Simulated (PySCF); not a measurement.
# SbBr: bond curves at several levels of theory

One job finds the state of SbBr, follows it along the bond with each method and fits the curves.

Program: PySCF 2.14.0. Level of theory: Sb def2-SVP with ECP28, Br def2-SVP, scalar-relativistic core potentials. These are calculated values, not measurements.

## Step 1: Input

The job is set up so:

- atoms: Sb, Br
- charge: 0
- basis: Sb def2-SVP with ECP28, Br def2-SVP
- Hamiltonian: scalar-relativistic core potentials
- basis functions: 58
- electrons treated: 58
- masses in u: 120.9038, 78.9183
- levels: PBE0, PBE, r²SCAN, PBEsol, BP86, MN15, HF, MP2, SCS-MP2
- grid: 80 radial by 434 angular points
- occupations: held fixed by the projection of orbital angular momentum
- dissociation limit: Sb + Br, each in its ground configuration
- starting distance in angstrom: 2.480
- values of 2S to try: 0, 2, 4

Command:

```console
> OMP_NUM_THREADS=1 python dia.py task.json out
```

Further steps of the session: PBE0 along the bond; Higher solutions at PBE0; PBE; r²SCAN; PBEsol; BP86; MN15; UHF.

Before running it: what results should come out? Wanted: for each run, Re; ωe; De; μ.

**Answer**, as computed:

Lowest PBE0 solution found, without spin–orbit coupling: ³Σ⁻ (triplet), unpaired electrons π ↑↑. State 2 has its PBE0 minimum 0.31 eV higher, as a spin-mixed determinant (⟨S²⟩ = 1.01), so this is no gap between pure states. State 3 has its PBE0 minimum 1.21 eV higher. The other levels ran on the lowest alone.

| level | Re (Å) | ωe (cm⁻¹) | De (eV) | μ (D) |
| --- | --- | --- | --- | --- |
| UHF | 2.537 | 256.7 | 1.32 | -2.80 |
| UHF-MP2 | 2.527 | 259.9 | 2.23 | n/a |
| UHF-SCS-MP2 | 2.537 | 255.5 | 2.15 | n/a |
| PBE | 2.533 | 251.9 | 2.95 | -1.83 |
| PBEsol | 2.510 | 260.3 | 3.17 | -1.72 |
| BP86 | 2.536 | 250.3 | 2.95 | -1.84 |
| r²SCAN | 2.517 | 258.8 | 2.80 | -2.01 |
| PBE0 | 2.512 | 261.4 | 2.74 | -2.09 |
| MN15 | 2.511 | 260.6 | 2.61 | -2.25 |

De is counted to Sb + Br in their ground configurations. A positive dipole means Sb(−)Br(+).

What this shows: Bond lengths run from 2.510 Å (PBEsol) to 2.537 Å (UHF-SCS-MP2). Among the levels with a De in the table, it runs from 1.32 eV (UHF) to 3.17 eV (PBEsol).

Correlated steps freeze 13 core orbitals. Spin–orbit coupling is left out, which matters for elements this heavy, above all for dissociation energies. With spin–orbit coupling the term label itself may not hold.
